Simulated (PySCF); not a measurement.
# C2H8AlAsS: the cost of one run

Computed with PySCF 2.14.0, with density-fitted response routines of our own, on a single molecule in the gas phase. Atoms are numbered from 0 throughout.

## Step 1: The starting structure

13 atoms, charge 0, multiplicity 1; geometry from: PBE0-D3(BJ)/def2-SVP.

Bonds of the start (Å): C0–S1 1.83, S1–Al2 2.18, Al2–As3 2.43, As3–C4 1.99, C0–H5 1.10, C0–H6 1.10, C0–H7 1.10, Al2–H8 1.59, As3–H9 1.53, C4–H10 1.10, C4–H11 1.10, C4–H12 1.10.

## Step 2: Nuclear shieldings: HF/pcSseg-1

What the job is given:

```
{"job": {"kind": "nmr", "xc": "HF", "basis": "pcSseg-1", "pop": false}, "charge": 0, "multiplicity": 1}
C     -2.805446    -0.029893     0.157610
S     -2.218310    -0.291550    -1.554433
Al    -0.059719    -0.483439    -1.305958
As     0.844254    -0.438308     0.949620
C      2.717733     0.028829     0.484878
H     -2.343129    -0.734049     0.863289
H     -3.890676    -0.197323     0.157072
H     -2.607822     0.999355     0.486688
H      0.785010    -0.731924    -2.627858
H      0.333949     0.990209     1.142169
H      3.251240     0.283663     1.411083
H      3.193658    -0.859949     0.047197
H      2.805046     0.863776    -0.221747
```

Level: GIAO HF/pcSseg-1 NMR shielding, non-relativistic, gas phase.

On the command line:

```
> OMP_NUM_THREADS=1 python probes_run.py task.json out
```

This one command runs all jobs of the session in turn.

**Question.** How long does this first job take on 1 thread of Arm Neoverse V1, shared host, and how much memory does it need?

About 12 s, with a peak of 0.86 GiB.
